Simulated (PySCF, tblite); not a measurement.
# C3HBClF4O2 radical: geometry, infrared bands and EPR parameters

Aim: predict the infrared bands and EPR parameters of C3HBClF4O2 radical (`F[C]1OB(Cl)O[C@@H]1C(F)(F)F`).

Computed with tblite 0.8.0 and PySCF 2.14.0, with density-fitted response routines of our own, on a single molecule in the gas phase. Atoms count from 0, in the outputs and in this text.

**1. Starting geometry**

12 atoms, charge 0, multiplicity 2; geometry from: force field or distance geometry start.

Bonds of the start (Å): F0–C1 1.35, C1–O2 1.42, O2–B3 1.47, B3–Cl4 1.86, B3–O5 1.49, O5–C6 1.40, C6–C7 1.48, C7–F8 1.39, C7–F9 1.37, C7–F10 1.39, C6–C1 1.51, C6–H11 1.10.

**2. Geometry optimisation with GFN2-xTB**

Job settings and geometry (Å):

```
{"job": {"kind": "relax", "xc": "GFN2-xTB", "basis": "xTB"}, "charge": 0, "multiplicity": 2}
F      0.544500     0.218900    -2.179000
C      0.271900    -0.628200    -1.157900
O      1.479500    -1.323800    -0.870700
B      1.761100    -0.921900     0.519800
Cl     2.816800     0.590500     0.788800
O      0.372700    -0.888400     1.065700
C     -0.119900     0.035800     0.139700
C     -1.551500     0.367800     0.290400
F     -1.718800     0.964900     1.540000
F     -2.410100    -0.699400     0.223500
F     -1.939000     1.334700    -0.629300
H      0.494000     0.948400     0.243000
```

On the command line:

```sh
$ OMP_NUM_THREADS=1 python probes_run.py task.json out
```

The driver reads the jobs from task.json and runs them one after another.

**Question.** This job is followed by: GFN2-xTB harmonic vibrations, gas phase; UKS B3LYP, pcH-1 on B C Cl F H O, non-relativistic, mean-field spin-orbit, GIAO. What will the session give for the following? strongest single infrared mode (GFN2-xTB); zero-point energy (GFN2-xTB); g(iso) (B3LYP); ⟨S²⟩; largest a(iso) (averaged by class); surface potential, 1st and 99th percentile.

As calculated:

| quantity | value |
| --- | --- |
| strongest single infrared mode (GFN2-xTB) | 1109 cm⁻¹, 506 km/mol |
| zero-point energy (GFN2-xTB) | 31.9 kcal/mol |
| g(iso) (B3LYP) | 2.00370 |
| ⟨S²⟩ | 0.753 (exact 0.75) |
| largest a(iso) (averaged by class) | 13C on C1, 356.8 MHz |
| surface potential, 1st and 99th percentile | -0.64 V and 1.86 V |

**Reading.** Relaxing lowered the energy by 2.880 eV in 78 steps; the close pair that moved most is B3–Cl4, from 1.864 to 1.680 Å. No mode is imaginary among the 30: a minimum at this level. The strongest single mode, at 1109 cm⁻¹, is carried by B3, O5, C6. GFN2-xTB is a fitted tight-binding method: band positions and strengths are rough. Its intensities can rank the bands wrongly. Most of the unpaired spin sits on C1 (0.82 e). The isotropic g lies 1.4 ppt above the free-electron value.
